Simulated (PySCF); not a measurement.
# MeSiCl3: electronic excitations and core binding energies

Aim: predict the electronic excitations and core binding energies of MeSiCl3 (`C[Si](Cl)(Cl)Cl`).

Programs: PySCF 2.14.0, with density-fitted response routines of our own. Each step states its level of theory. These are calculated values for one molecule in the gas phase, unless marked as measured. Atoms count from 0, in the outputs and in this text.

### Step 1. Starting geometry

8 atoms, charge 0, multiplicity 1; geometry from: GFN2-xTB.

Bonds of the start (Å): C0–Si1 1.90, Si1–Cl2 2.02, Si1–Cl3 2.02, Si1–Cl4 2.02, C0–H5 1.09, C0–H6 1.09, C0–H7 1.09.

### Step 2. Excited states and response: CAM-B3LYP/def2-SVPD

The job: settings as JSON, then the geometry in Å.

```
{"job": {"kind": "uv", "xc": "CAM-B3LYP", "basis": "def2-SVPD", "nstates": 8, "ntriplets": 3}, "charge": 0, "multiplicity": 1}
C      1.057153     0.000104     0.106992
Si    -0.832196     0.001261    -0.090102
Cl    -1.711825    -0.470578     1.669144
Cl    -1.384820    -1.354667    -1.485392
Cl    -1.467019     1.832856    -0.668097
H      1.551192     0.246518    -0.828623
H      1.376534     0.727843     0.847921
H      1.420038    -0.973925     0.423592
```

With the program's defaults for keys left out, this is: TDDFT CAM-B3LYP/def2-SVPD, vertical, gas phase, core orbitals frozen in the response.

**Question.** This job is followed by: delta-SCF UKS SCAN, pcX-2 on the ionised atom, pcseg-1 elsewhere, spin-free X2C. Predict these results of the whole session: lowest singlet (CAM-B3LYP/def2-SVPD); brightest single state of those computed; lowest triplet; C1s binding energies, SCAN/pcX-2; Si1s binding energies, SCAN/pcX-2; Si2p binding energies, SCAN/pcX-2; Cl1s binding energies, SCAN/pcX-2; Cl2p binding energies, SCAN/pcX-2.

As calculated:

```
                                quantity                        value
    lowest singlet (CAM-B3LYP/def2-SVPD)  8.01 eV (155 nm), f = 0.000
brightest single state of those computed  state 2, 8.29 eV, f = 0.118
                          lowest triplet                      7.58 eV
        C1s binding energies, SCAN/pcX-2                 C0 290.98 eV
       Si1s binding energies, SCAN/pcX-2               Si1 1849.41 eV
       Si2p binding energies, SCAN/pcX-2                Si1 109.47 eV
       Cl1s binding energies, SCAN/pcX-2               Cl2 2829.12 eV
       Cl2p binding energies, SCAN/pcX-2                Cl2 207.07 eV
```

In words: The first singlet state (HOMO→LUMO 0.67, HOMO→LUMO+1 0.23) lies at 8.01 eV and is dark; of the 8 states computed, the strongest absorption comes from state 2 at 8.29 eV (the last state computed is bright too, and its partners may lie past the list). The lowest triplet lies 0.44 eV below the lowest singlet (triplets in Tamm-Dancoff, singlets in full TDDFT).
